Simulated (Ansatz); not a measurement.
# BrSi: the cost of one run

The runs use Ansatz 0.2.0, Gaussian basis; def2-QZVPP, all electrons in the functionals, frozen cores in the correlation of double hybrids and RPA.

Plan: PBE, BLYP, r2SCAN, B97M-V, PBE0, B3LYP, wB97M-V, B2PLYP, at charge 1, triplet; charge 1, singlet; charge 1, quintet.

6 further runs of the same task are left out: 6 set aside as unsound or not needed.

### 1 The geometry

The geometry is a PBE0/def2-TZVP stationary point (not a proven minimum). No spin-orbit coupling is included. The filled d shell of Br may be among the frozen orbitals whatever the setting's name suggests; the logs give the count.

2 atoms, charge 1, spin multiplicity 3.

Atoms are counted from 1 here; the program's logs count them from 0.

Bond lengths: Si1–Br2 2.144 Å.

No dispersion term is added; B97M-V, wB97M-V hold VV10 nonlocal correlation. B3LYP takes the VWN-RPA correlation.

The geometry shown and the zero of energy belong to the point charge 1, triplet. The yardstick, RCCSD(T), and other wave-function levels (R restricted, U unrestricted, valence and pair active spaces) come from earlier runs.

### 2 PBE, charge 1, triplet

File in.yaml:

```yaml
crystal:
  periodic: [false, false, false]
  atoms:
    - {symbol: Si, position_ang: [0.000000, 0.000000, 0.000000]}
    - {symbol: Br, position_ang: [0.000000, 0.000000, 2.143900]}
basis:
  gaussian: {orbitals: "def2-QZVPP.json"}
total_charge: 1
magnetization: {spin_polarized: true, initial_magnetization: 2}
hamiltonian: {xc: {name: PBE}}
output: {orbitals: {seedname: orbitals}}
```

Run with:

```console
> ansatz run in.yaml --threads 1 --pin off --events-out ev --progress --plain --max-ram 2393MiB
```

What time and memory should one allow on 1 thread of Arm Neoverse V1, shared host?

About 25 s, with a peak of 0.32 GiB.
